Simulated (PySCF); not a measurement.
**Lithium: the same states on changed settings**

Aim: see what changed settings do to total energies and their difference. The change: radial step 1.2 in ln r (0.13 in the sound run), unsound on purpose. A sound run of the same states serves as the yardstick.

Program: PySCF 2.14.0. Level of theory: unrestricted determinants in a Gaussian basis, no spin-orbit coupling in the energies. These are calculated values, not measurements, unless marked.

6 further runs of the same task are left out: 4 that didn't finish, 2 set aside as unsound or not needed.

## (1) The atom as given

* Element: lithium (Z = 3)
* Basis: cc-pVTZ-DK
* Hamiltonian: scalar relativity by spin-free X2C-1e
* State 1: Li: [He] 2s1, 2S determinant
* State 2: Li⁺: 1s2, closed-shell 1S
* Methods: LDA, MN15

Outer shells as boxes (Hund's rule):

Li [He] 2s1
```
[He] core
2s [↑ ]
```

Li+ 1s2
```
1s [↑↓]
```

The sound run (cc-pVTZ-DK, the spin-free X2C one-electron Hamiltonian (Gaussian nucleus), symmetry-adapted start, fine grid, valence correlation) gave:

```
species  method  energy (hartree)
     Li     UHF          -7.43338
     Li     LDA          -7.34387
     Li    MN15          -7.48560
    Li⁺     UHF          -7.23704
    Li⁺     LDA          -7.14294
    Li⁺    MN15          -7.29960
```

The runs were made by one driver on top of PySCF. The scripts below sum up each run's settings (the driver also hands on starting orbitals that pick excited configurations, and frozen orbitals as a list rather than a count), and the logs come from the driver's own runs. The driver starts from symmetry-adapted Hartree-Fock orbitals, holds the occupation by maximum overlap and uses a logarithmic radial grid for functionals, so a plain start would take other cycles.

It was started by

```sh
> OMP_NUM_THREADS=1 python atomrun2.py TASK.json OUT
```

The integrals over 30 functions and the set-up took 0.01 s of CPU time.

The grid is set inside the driver, so the scripts do not show it: radial step 1.2 in ln r (0.13 in the sound run).

## (2) Changed run, Li

LDA:

File input.py:

```python
from pyscf import gto, scf, dft, mp, cc
import basis_set_exchange as bse
mol = gto.M(atom="Li 0 0 0", charge=0, spin=1, symmetry="D2h",
            basis=gto.basis.parse(bse.get_basis("cc-pVTZ-DK", elements=["Li"], fmt="nwchem", header=False)),
            nucmod="G")
mf = dft.UKS(mol, xc="LDA,VWN").sfx2c1e()
mf.irrep_nelec = {'Ag': (2, 1)}
mf.kernel()
```

Log:

```text
damping factor = 0
level_shift factor = 0
DIIS = <class 'pyscf.scf.diis.CDIIS'>
diis_start_cycle = 1
diis_space = 10
diis_damp = 0
SCF conv_tol = 1e-09
SCF conv_tol_grad = None
number electrons alpha = 2  beta = 1
XC functionals = LDA,VWN
    P. A. M. Dirac.,  Math. Proc. Cambridge Philos. Soc. 26, 376 (1930)
    F. Bloch.,  Z. Phys. 57, 545 (1929)
    S. H. Vosko, L. Wilk, and M. Nusair.,  Can. J. Phys. 58, 1200 (1980)
cycle= 1 E= -7.33870309578638  delta_E= -0.0015  |g|= 0.00722  |ddm|= 0.148
cycle= 2 E= -7.3387154725669  delta_E= -1.24e-05  |g|= 0.00161  |ddm|= 0.0708
cycle= 3 E= -7.33871614861886  delta_E= -6.76e-07  |g|= 1.78e-05  |ddm|= 0.0127
cycle= 4 E= -7.33871614926274  delta_E= -6.44e-10  |g|= 1.41e-06  |ddm|= 0.000172
converged SCF energy = -7.33871614926274  <S^2> = 0.75000051  2S+1 = 2.0000005
```

Time after the integrals: 0.02 s (1 thread of Neoverse-V1, shared host).

The occupied shells:

```
shell  electrons  mean orbital energy (eV)  spread (eV)  rms radius (bohr)
 1s α          1                   -50.155            0              0.687
 1s β          1                   -49.926            0              0.687
 2s α          1                    -4.063            0               4.19
```

⟨S²⟩ = 0.750, ⟨L²⟩ = 0.00.

MN15:

input.py differs from the last one in:

```diff
@@ -5,3 +5,3 @@
             nucmod="G")
-mf = dft.UKS(mol, xc="LDA,VWN").sfx2c1e()
+mf = dft.UKS(mol, xc="MN15").sfx2c1e()
 mf.irrep_nelec = {'Ag': (2, 1)}
```

Log:

```text
damping factor = 0
level_shift factor = 0
DIIS = <class 'pyscf.scf.diis.CDIIS'>
diis_start_cycle = 1
diis_space = 10
diis_damp = 0
SCF conv_tol = 1e-09
SCF conv_tol_grad = None
number electrons alpha = 2  beta = 1
XC functionals = MN15
    H. S. Yu, X. He, S. L. Li, and D. G. Truhlar.,  Chem. Sci. 7, 5032-5051 (2016)
    H. S. Yu, X. He, S. L. Li, and D. G. Truhlar.,  Chem. Sci. 7, 5032-5051 (2016)
cycle= 1 E= -7.5091228416249  delta_E= -0.00995  |g|= 0.0297  |ddm|= 3.13
cycle= 2 E= -7.51052355665852  delta_E= -0.0014  |g|= 0.00278  |ddm|= 0.945
cycle= 3 E= -7.51052639164378  delta_E= -2.83e-06  |g|= 0.0002  |ddm|= 0.0251
cycle= 4 E= -7.51052640280796  delta_E= -1.12e-08  |g|= 2.33e-05  |ddm|= 0.00475
cycle= 5 E= -7.51052640298606  delta_E= -1.78e-10  |g|= 6.75e-07  |ddm|= 0.000201
converged SCF energy = -7.51052640298606  <S^2> = 0.75002236  2S+1 = 2.0000224
```

Time after the integrals: 0.04 s (1 thread of Neoverse-V1, shared host).

## (3) Changed run, Li⁺: the ladder of methods

LDA:

File input.py:

```python
from pyscf import gto, scf, dft, mp, cc
import basis_set_exchange as bse
mol = gto.M(atom="Li 0 0 0", charge=1, spin=0, symmetry="D2h",
            basis=gto.basis.parse(bse.get_basis("cc-pVTZ-DK", elements=["Li"], fmt="nwchem", header=False)),
            nucmod="G")
mf = dft.UKS(mol, xc="LDA,VWN").sfx2c1e()
mf.irrep_nelec = {'Ag': (1, 1)}
mf.kernel()
```

Log:

```text
damping factor = 0
level_shift factor = 0
DIIS = <class 'pyscf.scf.diis.CDIIS'>
diis_start_cycle = 1
diis_space = 10
diis_damp = 0
SCF conv_tol = 1e-09
SCF conv_tol_grad = None
number electrons alpha = 1  beta = 1
XC functionals = LDA,VWN
    P. A. M. Dirac.,  Math. Proc. Cambridge Philos. Soc. 26, 376 (1930)
    F. Bloch.,  Z. Phys. 57, 545 (1929)
    S. H. Vosko, L. Wilk, and M. Nusair.,  Can. J. Phys. 58, 1200 (1980)
cycle= 1 E= -7.1133207590576  delta_E= -0.00164  |g|= 0.00744  |ddm|= 0.0924
cycle= 2 E= -7.1133337845002  delta_E= -1.3e-05  |g|= 0.00156  |ddm|= 0.0696
cycle= 3 E= -7.11333438063358  delta_E= -5.96e-07  |g|= 1.62e-07  |ddm|= 0.0122
cycle= 4 E= -7.1133343806336  delta_E= -1.51e-14  |g|= 9.94e-09  |ddm|= 9.34e-07
converged SCF energy = -7.1133343806336  <S^2> = -1.3322676e-15  2S+1 = 1
```

Time after the integrals: 0.02 s (1 thread of Neoverse-V1, shared host).

The occupied shells:

```
shell  electrons  mean orbital energy (eV)  spread (eV)  rms radius (bohr)
   1s          2                   -58.705            0              0.682
```

⟨S²⟩ = 0.000, ⟨L²⟩ = 0.00.

MN15:

input.py differs from the last one in:

```diff
@@ -5,3 +5,3 @@
             nucmod="G")
-mf = dft.UKS(mol, xc="LDA,VWN").sfx2c1e()
+mf = dft.UKS(mol, xc="MN15").sfx2c1e()
 mf.irrep_nelec = {'Ag': (1, 1)}
```

Log:

```text
damping factor = 0
level_shift factor = 0
DIIS = <class 'pyscf.scf.diis.CDIIS'>
diis_start_cycle = 1
diis_space = 10
diis_damp = 0
SCF conv_tol = 1e-09
SCF conv_tol_grad = None
number electrons alpha = 1  beta = 1
XC functionals = MN15
    H. S. Yu, X. He, S. L. Li, and D. G. Truhlar.,  Chem. Sci. 7, 5032-5051 (2016)
    H. S. Yu, X. He, S. L. Li, and D. G. Truhlar.,  Chem. Sci. 7, 5032-5051 (2016)
cycle= 1 E= -7.29308804094013  delta_E= -0.00397  |g|= 0.0281  |ddm|= 1.07
cycle= 2 E= -7.29324452112148  delta_E= -0.000156  |g|= 0.00559  |ddm|= 0.248
cycle= 3 E= -7.29325104236955  delta_E= -6.52e-06  |g|= 9.68e-06  |ddm|= 0.0398
cycle= 4 E= -7.29325104239257  delta_E= -2.3e-11  |g|= 2.46e-08  |ddm|= 7.86e-05
converged SCF energy = -7.29325104239257  <S^2> = -1.7763568e-15  2S+1 = 1
```

Time after the integrals: 0.03 s (1 thread of Neoverse-V1, shared host).

## (4) What moved

```
species  method  converged  energy less sound run (eV)
     Li     LDA        yes                     +0.1402
     Li    MN15        yes                     -0.6784
    Li⁺     LDA        yes                     +0.8056
    Li⁺    MN15        yes                     +0.1728
```

Ionisation energy of Li:

```
method  sound run (eV)  changed run (eV)  shift (eV)
   UHF           5.343             5.343      +0.000
   LDA           5.468             6.133      +0.665
  MN15           5.061             5.912      +0.851
```

## (5) Summary of results

| quantity | value |
| --- | --- |
| change | radial step 1.2 in ln r (0.13 in the sound run) |
| runs converged | 4 of 4 |
| largest shift of a converged total energy | 0.806 eV |
| largest shift of the ionisation energy | +0.851 eV (MN15) |

What this shows: The ionisation energy moves by up to 0.85 eV, at MN15. A coarse radial grid mis-integrates the density and the exchange-correlation energy, with errors of either sign; Hartree-Fock needs no grid. The setting is unsound on purpose, so these numbers are no properties of the atom.
